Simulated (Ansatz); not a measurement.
# BClH4OSi: ionisation energy by level of theory

An exercise on one series of results from a longer session: the logs are not shown, and one member is left open.

Computed with Ansatz 0.2.0, Gaussian basis. Level: unrestricted cation, the program's frozen cores in correlated methods.

Levels to be run: UKS PBE-D4/def2-TZVPP; UKS r2SCAN-D4/def2-TZVPP; UKS PBE0-D4/def2-TZVPP; UKS B3LYP-D4/def2-TZVPP; UKS wB97X-V/def2-TZVPP; UKS wB97M-V/def2-TZVPP; UKS B2PLYP/def2-TZVPP; UHF-MP2/def2-TZVPP; UHF-MP2/def2-QZVPP; then −ε(HOMO) from the neutral's earlier runs with LDA (SPW92), PBE-D4, revPBE-D4, BLYP-D4, r2SCAN-D4, B97M-V, PBE0-D4, B3LYP-D4, r2SCANh-D4, r2SCAN0-D4, HSE06-D4, BHLYP-D4, CAM-B3LYP-D4, LC-ωPBE, ωB97X-V, ωB97M-V.

1 further run of the same task is left out (it didn't finish).

### The geometry

The geometry comes from an earlier relaxation with PBE0-D4 in a triple-zeta def2 set; it is a stationary point, not always the lowest conformer.

SMILES `OB([SiH3])Cl`, 8 atoms, charge 0, spin multiplicity 1.

Atoms are counted from 1 here; the program's logs count them from 0.

Bond lengths: O1–B2 1.343 Å, O1–H5 0.965 Å, B2–Si3 2.023 Å, B2–Cl4 1.779 Å, Si3–H6 1.486 Å, Si3–H7 1.488 Å, Si3–H8 1.488 Å. Angles: B2–O1–H5 113.9°, O1–B2–Si3 121.8°, O1–B2–Cl4 119.2°, Si3–B2–Cl4 119.0°, B2–Si3–H6 112.1°, B2–Si3–H7 109.2°, B2–Si3–H8 109.2°, H6–Si3–H7 109.1°, H6–Si3–H8 109.1°, H7–Si3–H8 108.1°.

Set-up of the first run:

File in.yaml:

```yaml
crystal:
  periodic: [false, false, false]
  atoms:
    - {symbol: O, position_ang: [-0.463387, 1.550875, -0.887962]}
    - {symbol: B, position_ang: [-0.138061, 0.255272, -0.750147]}
    - {symbol: Si, position_ang: [0.266281, -0.556197, 1.058368]}
    - {symbol: Cl, position_ang: [-0.059070, -0.776790, -2.196423]}
    - {symbol: H, position_ang: [-0.632477, 1.816924, -1.799569]}
    - {symbol: H, position_ang: [0.148712, 0.439360, 2.155935]}
    - {symbol: H, position_ang: [1.647883, -1.109108, 1.049146]}
    - {symbol: H, position_ang: [-0.677883, -1.677437, 1.314953]}
basis:
  gaussian: {orbitals: def2-TZVPP}
total_charge: 1
magnetization: {spin_polarized: true, initial_magnetization: 1}
hamiltonian: {xc: pbe, dispersion: d4}
```

Among the steps run: Cation, UKS PBE-D4/def2-TZVPP; Cation, UKS r2SCAN-D4/def2-TZVPP; Cation, UKS PBE0-D4/def2-TZVPP; Cation, UKS B3LYP-D4/def2-TZVPP; Cation, UKS wB97X-V/def2-TZVPP; Cation, UKS wB97M-V/def2-TZVPP; Cation, UKS B2PLYP (frozen core)/def2-TZVPP; Cation, UHF-MP2/def2-TZVPP; Cation, UHF-MP2/def2-QZVPP.

One of the session's tables, all rows but one given; the rest of the session is left out.

It belongs to the step «Ionisation energies side by side». Orbital estimates, from the neutral's runs:

```
  functional  −ε(HOMO) (eV)
 LDA (SPW92)           7.27
      PBE-D4           7.17
   revPBE-D4           7.12
     BLYP-D4              ?
   r2SCAN-D4           7.46
      B97M-V           7.57
     PBE0-D4           8.43
    B3LYP-D4           8.22
  r2SCANh-D4           7.92
  r2SCAN0-D4           8.61
    HSE06-D4           8.03
    BHLYP-D4           9.61
CAM-B3LYP-D4           9.78
     LC-ωPBE          11.12
     ωB97X-V          10.78
     ωB97M-V          10.56
```

Estimate the missing values for BLYP-D4.

Worked estimate for «−ε(HOMO) (eV)». Against the share of exact exchange, B3LYP-D4 (0.2, 8.22), BHLYP-D4 (0.5, 9.61) give a slope of 4.63 per unit share; at 0 the line stands at 7.29.

The run gave: −ε(HOMO) (eV): 7.04. In «−ε(HOMO) (eV)» the line misses by +0.25.
